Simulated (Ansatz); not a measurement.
# MgRh16: the cost of one run

Method: DFT PBE+D3(BJ), plane waves, PAW, scalar-relativistic, no spin polarisation, in Ansatz 0.2.0.

## 1. The structure to begin with

The cell holds 17 atoms (MgRh16): a = 7.600 Å, b = 5.374 Å, c = 17.031 Å, α = 90.00°, β = 90.00°, γ = 90.00°.

As a file:

```
CELL_PARAMETERS angstrom
7.60000 0.00000 0.00000
0.00000 5.37401 0.00000
0.00000 0.00000 17.03051
ATOMIC_POSITIONS crystal
Rh 0.25000 0.25000 0.05872
Rh 0.75000 0.25000 0.05872
Rh 0.25000 0.75000 0.05872
Rh 0.75000 0.75000 0.05872
Rh 0.00000 0.00000 0.13761
Rh 0.50000 0.00000 0.13761
Rh 0.00000 0.50000 0.13761
Rh 0.50000 0.50000 0.13761
Rh 0.25000 0.25000 0.21649
Rh 0.75000 0.25000 0.21649
Rh 0.25000 0.75000 0.21649
Rh 0.75000 0.75000 0.21649
Rh 0.00000 0.00000 0.29538
Rh 0.50000 0.00000 0.29538
Rh 0.00000 0.50000 0.29538
Rh 0.50000 0.50000 0.29538
Mg 0.65606 0.67029 0.44100
```

## 2. End point A

Input file input.yaml:

```yaml
crystal:
  lattice:
    - [7.6, 0.0, 0.0]
    - [0.0, 5.374012, 0.0]
    - [0.0, 0.0, 17.030509]
  atoms:
    - { symbol: Rh, position: [0.25, 0.25, 0.0587182] }
    - { symbol: Rh, position: [0.75, 0.25, 0.0587182] }
    - { symbol: Rh, position: [0.25, 0.75, 0.0587182] }
    - { symbol: Rh, position: [0.75, 0.75, 0.0587182] }
    - { symbol: Rh, position: [0.0, 0.0, 0.1376062] }
    - { symbol: Rh, position: [0.5, 0.0, 0.1376062] }
    - { symbol: Rh, position: [0.0, 0.5, 0.1376062] }
    - { symbol: Rh, position: [0.5, 0.5, 0.1376062] }
    - { symbol: Rh, position: [0.25, 0.25, 0.2164942] }
    - { symbol: Rh, position: [0.75, 0.25, 0.2164942] }
    - { symbol: Rh, position: [0.25, 0.75, 0.2164942] }
    - { symbol: Rh, position: [0.75, 0.75, 0.2164942] }
    - { symbol: Rh, position: [0.0, 0.0, 0.2953822] }
    - { symbol: Rh, position: [0.5, 0.0, 0.2953822] }
    - { symbol: Rh, position: [0.0, 0.5, 0.2953822] }
    - { symbol: Rh, position: [0.5, 0.5, 0.2953822] }
    - { symbol: Mg, position: [0.6560613, 0.6702943, 0.4410032] }
basis:
  ecutwfc: 420.0
kpoints:
  mp_grid: { grid: [2, 3, 1] }
hamiltonian:
  xc: pbe
  dispersion: d3bj
scf:
  occupations: { method: fermi_dirac, width: 0.05 }
  lower_state_search: "off"
relax:
  f_tol: 0.03
  max_steps: 60
  adjacent_minimum: "off"
  constraints: [{ sites: [0, 1, 2, 3] }]
output:
  write_density: true
  write_potential: true
  elf: true
  volumetric_format: npy
```

Command:

```sh
> ansatz run input.yaml --threads 4 --pin off --max-ram 10240MiB --backend cpu --events-out ev --progress --plain --runs-dir out
```

What time and memory should one allow on 4 threads of AMD EPYC 7B13 (Zen 3), shared host?

About 2.2 min, with a peak of 2.5 GiB.
